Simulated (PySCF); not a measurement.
# O4Si4: relaxation and vibrations and intensities, part 2 of 2

Aim: for O4Si4, 2 runs in a chain (relaxation and vibrations and intensities).

PySCF 2.14.0; relaxation, pbe0, def2-tzvp, and further levels as typed in the inputs. The steps go on from the part before.

### Step 3. Vibrations and intensities: vibrations and intensities, pbe0, def2-tzvp

It takes the final geometry of step 2.

Input file run.py:

```python
from pyscf import gto, dft
from pyscf.hessian import thermo
import numpy as np
mol = gto.M(atom="mol.xyz", basis="def2-tzvp", charge=1, spin=1, verbose=4)
mf = dft.UKS(mol, xc="pbe0").density_fit().run(conv_tol=1e-9)
for i in range(6):  # look for a lower solution of the same spin
    mo, _, ok, _ = mf.stability(return_status=True)
    if ok: break
    mf.kernel(mf.make_rdm1(mo, mf.mo_occ))
print(f"converged SCF energy = {mf.e_tot:.10f}, stable: {ok}")
mol.verbose = 0; x = mol.atom_coords(); n = x.size; h = np.zeros((n, n + 3))
def point(d):  # for finite differences of the forces
    m = mol.set_geom_(x + d.reshape(-1, 3), unit="Bohr", inplace=False); s = dft.UKS(m, xc="pbe0").density_fit()
    s.grids.level = 4
    s.run(mf.make_rdm1(), conv_tol=1e-10); g = s.nuc_grad_method(); g.grid_response = True
    return np.append(g.kernel(), s.dip_moment(unit="AU", verbose=0))
for k in range(n): d = np.zeros(n); d[k] = 0.01; h[k] = (point(d) - point(-d)) / 0.02
H = (h[:, :n] + h[:, :n].T) / 2
f = thermo.harmonic_analysis(mol, H.reshape(mol.natm, 3, mol.natm, 3).transpose(0, 2, 1, 3))
print("harmonic vibrations: frequency (1/cm), infrared intensity (km/mol)")
for w, q in zip(f["freq_wavenumber"], f["norm_mode"]): t = q.ravel() @ h[:, n:]; print(f"  {w.real - w.imag:9.2f} {974.88 * t @ t:9.2f}")
```

The run is started by

```
python run.py
```

Output:

```text
[INPUT] num. atoms = 8
[INPUT] num. electrons = 87
[INPUT] charge = 1
[INPUT] spin (= nelec alpha-beta = 2S) = 1
[INPUT] symmetry False subgroup None
[INPUT] Mole.unit = angstrom
[INPUT] Symbol           X                Y                Z      unit          X                Y                Z       unit  Magmom
[INPUT]  1 Si     2.283194390000   0.047437620000  -0.442706640000 AA    4.314612086243   0.089644109801  -0.836594303126 Bohr   0.0
[INPUT]  2 O      1.288381450000   1.250805090000  -0.001073270000 AA    2.434688084470   2.363679055312  -0.002028186358 Bohr   0.0
[INPUT]  3 Si     0.019747550000   2.245631150000   0.469373490000 AA    0.037317461131   4.243627850292   0.886987346231 Bohr   0.0
[INPUT]  4 O     -1.263908950000   1.277553930000  -0.016245670000 AA   -2.388441761887   2.414227037062  -0.030699867010 Bohr   0.0
[INPUT]  5 Si    -2.275924820000   0.092252750000  -0.468090290000 AA   -4.300874589900   0.174332431738  -0.884562449668 Bohr   0.0
[INPUT]  6 O     -1.395891220000  -1.323672260000   0.032140660000 AA   -2.637852105485  -2.501378050084   0.060737044863 Bohr   0.0
[INPUT]  7 Si    -0.021415510000  -2.028238570000   0.405535920000 AA   -0.040469448718  -3.832815412579   0.766351822474 Bohr   0.0
[INPUT]  8 O      1.371573350000  -1.352571590000   0.046891700000 AA    2.591897991252  -2.555989868968   0.088612470515 Bohr   0.0

nuclear repulsion = 656.047820211606
number of shells = 96
number of NR pGTOs = 436
number of NR cGTOs = 272
basis = def2-tzvp
ecp = {}

******** <class 'pyscf.df.df_jk.DFUKS'> ********
method = DFUKS
initial guess = minao
damping factor = 0
level_shift factor = 0
DIIS = <class 'pyscf.scf.diis.CDIIS'>
diis_start_cycle = 1
diis_space = 8
diis_damp = 0
SCF conv_tol = 1e-09
SCF conv_tol_grad = None
SCF max_cycles = 50
direct_scf = False
number electrons alpha = 44  beta = 43
XC library pyscf.dft.libxc version 7.0.0
    S. Lehtola, C. Steigemann, M. J.T. Oliveira, and M. A.L. Marques.,  SoftwareX 7, 1–5 (2018)
XC functionals = pbe0
    C. Adamo and V. Barone.,  J. Chem. Phys. 110, 6158 (1999)
    M. Ernzerhof and G. E. Scuseria.,  J. Chem. Phys. 110, 5029 (1999)
radial grids:
    Treutler-Ahlrichs [JCP 102, 346 (1995); DOI:10.1063/1.469408] (M4) radial grids

becke partition: Becke, JCP 88, 2547 (1988); DOI:10.1063/1.454033
pruning grids: <function nwchem_prune at 0x7375e13431a0>
grids dens level: 3
symmetrized grids: False
atomic radii adjust function: <function treutler_atomic_radii_adjust at 0x7375e137c180>
small_rho_cutoff = 0
Set gradient conv threshold to 3.16228e-05
tot grids = 133048
******** <class 'pyscf.df.df.DF'> ********
auxbasis = def2-tzvp-jkfit
init E= -1459.36921039915
[... the frontier-level lines of each cycle are left out ...]


cycle= 1 E= -1457.81220933609  delta_E= 1.56  |g|= 1.04  |ddm|= 1.98
cycle= 2 E= -1456.76806976588  delta_E= 1.04  |g|= 1.91  |ddm|= 1.46
cycle= 3 E= -1458.18026561894  delta_E= -1.41  |g|= 0.139  |ddm|= 0.983
cycle= 4 E= -1458.18616852165  delta_E= -0.0059  |g|= 0.0974  |ddm|= 0.204
cycle= 5 E= -1458.18994598208  delta_E= -0.00378  |g|= 0.0317  |ddm|= 0.0942
cycle= 6 E= -1458.19034712531  delta_E= -0.000401  |g|= 0.00599  |ddm|= 0.0228
cycle= 7 E= -1458.19037952431  delta_E= -3.24e-05  |g|= 0.00261  |ddm|= 0.0121
cycle= 8 E= -1458.19039222969  delta_E= -1.27e-05  |g|= 0.00206  |ddm|= 0.0118
cycle= 9 E= -1458.19039675779  delta_E= -4.53e-06  |g|= 0.00056  |ddm|= 0.00487
cycle= 10 E= -1458.19039742361  delta_E= -6.66e-07  |g|= 0.000198  |ddm|= 0.00238
cycle= 11 E= -1458.19039755321  delta_E= -1.3e-07  |g|= 0.000114  |ddm|= 0.000918
cycle= 12 E= -1458.19039758701  delta_E= -3.38e-08  |g|= 0.000113  |ddm|= 0.000327
cycle= 13 E= -1458.19039761837  delta_E= -3.14e-08  |g|= 5.15e-05  |ddm|= 0.000385
cycle= 14 E= -1458.19039763092  delta_E= -1.26e-08  |g|= 3.93e-05  |ddm|= 0.000254
cycle= 15 E= -1458.1903976376  delta_E= -6.68e-09  |g|= 2.67e-05  |ddm|= 0.000227
cycle= 16 E= -1458.19039763949  delta_E= -1.89e-09  |g|= 1.49e-05  |ddm|= 0.000125
cycle= 17 E= -1458.19039764016  delta_E= -6.73e-10  |g|= 6.12e-06  |ddm|= 8.45e-05
Extra cycle  E= -1458.1903976402  delta_E= -4.55e-11  |g|= 8.12e-06  |ddm|= 1.45e-05
converged SCF energy = -1458.1903976402  <S^2> = 0.75650688  2S+1 = 2.0064963
uhf_internal: lowest eigs of H = [0.08534842 0.09660383 0.10888678]
<class 'pyscf.df.df_jk.DFUKS'> wavefunction is stable in the internal stability analysis
converged SCF energy = -1458.1903976402, stable: True
harmonic vibrations: frequency (1/cm), infrared intensity (km/mol)
      40.61      0.50
      46.35      0.97
      77.46      0.00
     108.95      0.45
     118.91      0.25
     142.91      2.33
     223.92     15.96
     295.90      5.31
     325.02     29.02
     419.76     26.07
     475.64      5.06
     503.41      0.98
     559.33      8.58
     572.35     25.51
     827.40     25.30
     887.29     44.04
    1012.63     70.48
    1073.56    708.66
```

It took 33 min on 2 threads of AMD EPYC 9R45 (Zen 5), shared host.

Harmonic frequencies from the force constants, with isotope-averaged masses (PySCF's default) and rigid motions projected out (i: imaginary):

| mode | cm⁻¹ | IR (km/mol) |
| --- | --- | --- |
| 1 | 41 | 0.5 |
| 2 | 46 | 1.0 |
| 3 | 77 | 0.0 |
| 4 | 109 | 0.5 |
| 5 | 119 | 0.2 |
| 6 | 143 | 2.3 |
| 7 | 224 | 16.0 |
| 8 | 296 | 5.3 |
| 9 | 325 | 29.0 |
| 10 | 420 | 26.1 |
| 11 | 476 | 5.1 |
| 12 | 503 | 1.0 |
| 13 | 559 | 8.6 |
| 14 | 572 | 25.5 |
| 15 | 827 | 25.3 |
| 16 | 887 | 44.0 |
| 17 | 1013 | 70.5 |
| 18 | 1074 | 708.7 |

### Step 4. The runs side by side

The summary covers parts 1 to 2.

| quantity | value |
| --- | --- |
| harmonic frequencies (step 3) | 41 to 1074 cm⁻¹ |
| zero-point energy (step 3) | 0.478 eV |

In step 3 all modes are real: a minimum.
